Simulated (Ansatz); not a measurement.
A run of Ansatz 0.2.0 is set up as follows.

input.yaml

```yaml
crystal:
  lattice:
    - [4.865622, 0.0, 0.0]
    - [0.0, 4.865622, 0.0]
    - [0.0, 0.0, 4.865622]
  atoms:
    - { symbol: Te, position: [0.0, 0.0, 0.0] }
    - { symbol: Sn, position: [0.0, 0.5, 0.5] }
    - { symbol: Sn, position: [0.5, 0.0, 0.5] }
    - { symbol: Sn, position: [0.5, 0.5, 0.0] }
hamiltonian:
  xc: pbe
  pseudopotentials: { kind: paw }
kpoints:
  mp_grid: { grid: [6, 6, 6] }
scf:
  occupations: { method: fermi_dirac, width: 0.05 }
output:
  forces: true
  stress: true
  eigenvalues: true
  write_density: true
  write_potential: true
  elf: true
  volumetric_format: npy
```

Potentials or basis: Ansatz PAW.

Command:

```console
$ ansatz run input.yaml --threads 2 --pin off --max-ram 5120MiB --backend cpu --events-out ev --progress --plain --runs-dir out
```

(1) Predict the band gap on the k mesh.

(2) Predict the pressure.

## Answers

(1) none (metal or under the smearing width).

(2) 0.3 GPa.
